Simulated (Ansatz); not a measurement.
Geometry optimisation, Ansatz, DFT PBE-D3(BJ), scalar-relativistic, plane waves, PAW.

input.yaml

```yaml
crystal:
  lattice:
    - [4.58, 0.0, 0.0]
    - [3.435, 5.949595, 0.0]
    - [0.0, 0.0, 14.58843]
  atoms:
    - { symbol: Be, position: [0.0, 0.0, 0.0685475] }
    - { symbol: Be, position: [0.5, 0.0, 0.0685475] }
    - { symbol: Be, position: [0.0, 0.3333333, 0.0685475] }
    - { symbol: Be, position: [0.5, 0.3333333, 0.0685475] }
    - { symbol: Be, position: [0.0, 0.6666667, 0.0685475] }
    - { symbol: Be, position: [0.5, 0.6666667, 0.0685475] }
    - { symbol: Be, position: [-0.1666667, 0.2222222, 0.1915364] }
    - { symbol: Be, position: [0.3333333, 0.2222222, 0.1915364] }
    - { symbol: Be, position: [-0.1666667, 0.5555556, 0.1915364] }
    - { symbol: Be, position: [0.3333333, 0.5555556, 0.1915364] }
    - { symbol: Be, position: [-0.1666667, 0.8888889, 0.1915364] }
    - { symbol: Be, position: [0.3333333, 0.8888889, 0.1915364] }
    - { symbol: Be, position: [0.0, 0.0, 0.3145253] }
    - { symbol: Be, position: [0.5, 0.0, 0.3145253] }
    - { symbol: Be, position: [0.0, 0.3333333, 0.3145253] }
    - { symbol: Be, position: [0.5, 0.3333333, 0.3145253] }
    - { symbol: Be, position: [0.0, 0.6666667, 0.3145253] }
    - { symbol: Be, position: [0.5, 0.6666667, 0.3145253] }
    - { symbol: C, position: [0.5230573, 0.6406877, 0.4351688] }
    - { symbol: H, position: [0.316358, 0.779448, 0.4728699] }
    - { symbol: O, position: [0.6862409, 0.5311401, 0.5002889] }
basis:
  ecutwfc: 420.0
kpoints:
  mp_grid: { grid: [5, 4, 1] }
hamiltonian:
  xc: pbe
  dispersion: d3bj
scf:
  occupations: { method: gaussian, width: 0.15 }
  lower_state_search: "off"
relax:
  f_tol: 0.03
  max_steps: 60
  adjacent_minimum: "off"
  constraints: [{ sites: [0, 1, 2, 3, 4, 5] }]
```

Launched with:

```bash
$ ansatz run input.yaml --threads 1 --pin off --max-ram 3072MiB --backend cpu --events-out ev --progress --plain --runs-dir out
```

Q: Where does it end, and by what steps?

A: The forces met the threshold. Limits of this set-up: coarse k mesh, thin slab, slab without dipole correction, odd electron count without spin. After 29 steps the energy has fallen by 1.616 eV; O21 moved furthest, 1.99 Å. Joined: Be15–O21, Be17–C19, Be17–O21.

| step | energy less start (eV) | largest force component (eV/Å) | accepted |
| --- | --- | --- | --- |
| 0 | 0.0000 | 2.144 | yes |
| 2 | -0.3915 | 2.903 | yes |
| 4 | -0.5432 | 1.511 | no |
| 6 | -0.6109 | 0.149 | yes |
| 8 | -0.6296 | 0.304 | yes |
| 10 | -0.7239 | 0.348 | yes |
| 12 | -0.9785 | 1.546 | yes |
| 14 | -0.7453 | 2.992 | no |
| 16 | -1.1112 | 0.281 | yes |
| 18 | -1.1522 | 0.211 | yes |
| 20 | -1.2394 | 0.531 | yes |
| 22 | -1.4837 | 0.616 | yes |
| 24 | -1.4774 | 1.353 | no |
| 26 | -1.5884 | 0.242 | no |
| 28 | -1.6149 | 0.066 | no |
| 29 | -1.6157 | 0.017 | yes |

```xyz
21
Lattice="4.5800 0.0000 0.0000 3.4350 5.9496 0.0000 0.0000 0.0000 14.5884" Properties=species:S:1:pos:R:3
Be 0.000 0.000 1.000
Be 2.290 0.000 1.000
Be 1.145 1.983 1.000
Be 3.435 1.983 1.000
Be 2.290 3.966 1.000
Be 4.580 3.966 1.000
Be 0.019 1.391 2.781
Be 2.315 1.295 2.878
Be 1.129 3.316 2.778
Be 3.378 3.273 2.840
Be 2.277 5.250 2.788
Be 4.595 5.328 2.783
Be -0.008 0.077 4.532
Be 2.296 -0.122 4.662
Be 1.202 1.875 4.800
Be 3.519 1.909 4.542
Be 2.329 3.991 4.689
Be 4.447 4.113 4.526
C 5.477 4.154 5.871
H 5.509 4.650 6.846
O 6.332 2.993 5.865
```

Whether the end is a true minimum wasn't checked by a vibrational analysis.

The run took 2.8 min on 1 thread of Intel(R) Xeon(R) 6975P-C (Granite Rapids), on a shared host, peak memory 0.68 GiB.
